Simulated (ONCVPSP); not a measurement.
# Mo: the cost of one run

Program: ONCVPSP 4.0.1.1 (patched build). Reference atom: LDA (Perdew-Wang 92), scalar-relativistic, spherical and spin-unpolarised. All values are calculated.

## 1. Starting point

The settings as typed:

* element: molybdenum (Mo, Z = 42)
* type: optimised norm-conserving Vanderbilt (ONCV)
* frozen core: [Ar] 3d10
* valence charge: 14
* reference configuration: 4s2 4p6 4d5 5s1
* partial waves: 4s+5s: rc 1.80 bohr, ncon 4, nbas 9, qcut 6.1 1/bohr, 2 projectors; 4p: rc 1.15 bohr, ncon 4, nbas 8, qcut 5.8 1/bohr, 2 projectors, debl 2.7 Ha; 4d: rc 1.70 bohr, ncon 5, nbas 8, qcut 6.3 1/bohr, 2 projectors, debl 4 Ha
* local potential: polynomial inside 1.00 bohr (lpopt 5, dvloc0 1 Ha)
* core correction: Teter function, fcfact 3.5, rcfact 1.75

An earlier all-electron run gives the scale for the radii.

All-electron outer shells of the reference configuration (LDA (PZ), scalar-relativistic, ld1.x):

```
shell  level (eV)  outermost node (bohr)  outermost maximum (bohr)
   3d     -221.32                      –                      0.32
   4s      -64.42                   0.51                      0.99
   4p      -38.59                   0.52                      1.06
   5s       -4.33                   1.34                      2.93
   4d       -3.94                   0.53                      1.38
   5p       -1.16                   1.54                      4.05
```

## 2. Generating the potential

Contents of Mo.dat:

```
# ATOM AND REFERENCE CONFIGURATION
# atsym  z   nc   nv     iexc    psfile
  Mo 42.00    6    4  -001012      upf
#
#   n    l    f
    1    0    2.00
    2    0    2.00
    2    1    6.00
    3    0    2.00
    3    1    6.00
    3    2   10.00
    4    0    2.00
    4    1    6.00
    4    2    5.00
    5    0    1.00
#
# PSEUDOPOTENTIAL AND OPTIMIZATION
# lmax
    2
#
#   l,   rc,      ep,       ncon, nbas, qcut
    0    1.80    0.00    4    9    6.10
    1    1.15    0.00    4    8    5.80
    2    1.70    0.00    5    8    6.30
#
# LOCAL POTENTIAL
# lloc, lpopt,  rc(5),   dvloc0
    4    5    1.00    1.00
#
# VANDERBILT-KLEINMAN-BYLANDER PROJECTORs
# l, nproj, debl
    0    2    3.10
    1    2    2.70
    2    2    4.00
#
# MODEL CORE CHARGE
# icmod, fcfact, rcfact
    3    3.50    1.75
#
# LOG DERIVATIVE ANALYSIS
# epsh1, epsh2, depsh
   -4.00    5.00    0.02
#
# OUTPUT GRID
# rlmax, drl
    6.00    0.01
#
# TEST CONFIGURATIONS
# ncnf
    4
# nvcnf
#   n    l    f
    4
    4    0    2.00
    4    1    6.00
    4    2    5.00
    5    0    0.00
#
    4
    4    0    2.00
    4    1    6.00
    4    2    4.00
    5    0    0.00
#
    4
    4    0    2.00
    4    1    6.00
    4    2    3.00
    5    0    0.00
#
    4
    4    0    2.00
    4    1    6.00
    4    2    2.00
    5    0    0.00
#
```

On the command line:

```
$ oncvpsp.x < Mo.dat > Mo.out
```

**Question.** How long does this run take on 1 thread of Neoverse-V2, shared host?

About 3.8 s.
